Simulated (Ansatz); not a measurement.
Working through energies of removing a hydrogen of AlBrFHO, SMILES [OH][Al]([F])[Br]

Computed with the Python package of Ansatz (0.2.0).

Typed at the interpreter:
```pycon
>>> from dataclasses import dataclass
>>> import ansatz as az
>>> @dataclass
... class Settings:
...     basis: str = "cc-pVDZ"
...     xc: str = "CAM-B3LYP"
...
>>> cfg = Settings()
>>> def single_point(molecule, charge=0, unpaired=0):
...     calc = (
...         molecule.calculation()
...         .basis(gaussian=cfg.basis)
...         .functional(cfg.xc)
...     )
...     if charge:
...         calc = calc.charge(charge)
...     if unpaired:
...         calc = calc.spin("collinear", total=unpaired)
...     report = calc.run(threads=1).report
...     if report["published_state_doubts"]:
...         print("  doubts:", report["published_state_doubts"])
...     return report["free_energy_ev"]
...
>>> def without(molecule, index):
...     rest = az.Crystal.molecule()
...     for i, site in enumerate(molecule.cartesian_sites):
...         if i != index:
...             rest = rest.atom(site.symbol, site.position_ang)
...     return rest
...
>>> geometry_ang = [
...     ("O", (0.4468, 1.3748, -0.0707)),
...     ("Al", (-0.0228, -0.3625, -0.2422)),
...     ("F", (1.25, -1.5649, -0.5584)),
...     ("Br", (-2.1993, -1.0613, -0.0362)),
...     ("H", (0.5752, 1.5401, 0.8661)),
... ]
>>> molecule = az.Crystal.molecule()
>>> for symbol, xyz in geometry_ang:
...     molecule = molecule.atom(symbol, xyz)
...
>>> whole = single_point(molecule, 0)
>>> hydrogen = single_point(az.Crystal.molecule().atom("H", (0, 0, 0)), 0, 1)
>>> print(f"E(molecule) = {whole:.5f} eV, E(H) = {hydrogen:.5f} eV")
E(molecule) = -81429.66961 eV, E(H) = -13.54839 eV
>>> for index in [4]:
...     radical = single_point(without(molecule, index), 0, 1)
...     print(f"H{index}: homolysis {23.060548 * (radical + hydrogen - whole):.1f} kcal/mol")
...     anion = single_point(without(molecule, index), -1)
...     print(f"H{index}: loss of a proton {23.060548 * (anion - whole):.1f} kcal/mol")
...
H4: homolysis 117.6 kcal/mol
H4: loss of a proton 368.4 kcal/mol
```

What to keep in mind:
- Total energies depend on the basis set; only differences at equal settings carry meaning.
- The geometry is a force-field or estimated start, not a minimum of this method, and the basis set is short of its limit. All parts are taken at fixed geometry, without zero-point energy.
- The spin-orbit lowering of heavy atoms is left out.
- Anions want diffuse functions, which this basis lacks.
- It ran for 20 s on 1 thread of Arm Neoverse V1 (shared host), peak memory 0.31 GiB.
